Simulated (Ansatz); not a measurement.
# ScSn3Se: the cost of one run

Program: Ansatz 0.2.0. Level of theory: DFT PBE, scalar-relativistic, plane waves, PAW. These are calculated values, not measurements.

## 1. Starting point

The structure is hexagonal, space group P6/mmm (No. 191). The conventional cell has a = 4.534 Å, b = 4.534 Å, c = 7.560 Å, α = 90.00°, β = 90.00°, γ = 120.00°. Sc (site symmetry 6/mmm) has 6 Sn at 2.27 Å as nearest neighbours. Sn (site symmetry mmm) is surrounded by 4 Sn at 2.27 Å and 2 Sc at 2.27 Å. Se (site symmetry 6/mmm) is surrounded by 2 Sc at 3.78 Å.

As a file:

```
Sc Sn Se
1.0
     4.53427    0.00000    0.00000
    -2.26713    3.92679    0.00000
     0.00000    0.00000    7.56035
Sc Sn Se
1 3 1
Cartesian
  0.0000 0.0000 3.7802
  2.2671 0.0000 3.7802
  -1.1336 1.9634 3.7802
  1.1336 1.9634 3.7802
  0.0000 0.0000 0.0000
```

A structure generator made this guess: random cell by space group and Wyckoff sites (P6/mmm, No. 191). Lengths come from tabulated atomic sizes and are only a guess.

## 2. A first look at the guess

File input.yaml:

```yaml
crystal:
  lattice:
    - [4.53426832, 0.0, 0.0]
    - [-2.26713416, 3.92679155, 0.0]
    - [0.0, 0.0, 7.5603466]
  atoms:
    - { symbol: Sc, position: [0.0, 0.0, 0.5] }
    - { symbol: Sn, position: [0.5, 0.0, 0.5] }
    - { symbol: Sn, position: [0.0, 0.5, 0.5] }
    - { symbol: Sn, position: [0.5, 0.5, 0.5] }
    - { symbol: Se, position: [0.0, 0.0, 0.0] }
basis:
  ecutwfc: 420
kpoints:
  mp_grid: { grid: [6, 6, 2] }
hamiltonian:
  xc: pbe
scf:
  occupations: { method: gaussian, width: 0.1 }
  lower_state_search: "off"
output:
  forces: true
  stress: true
  eigenvalues: true
```

Launch:

```console
$ ansatz run input.yaml --threads 1 --pin off --max-ram 2560MiB --backend cpu --events-out ev --progress --plain --runs-dir out
```

Q: Estimate wall time and peak memory on 1 thread of AMD EPYC 7R43 (Zen 3), shared host.

About 6.2 s, with a peak of 0.48 GiB.
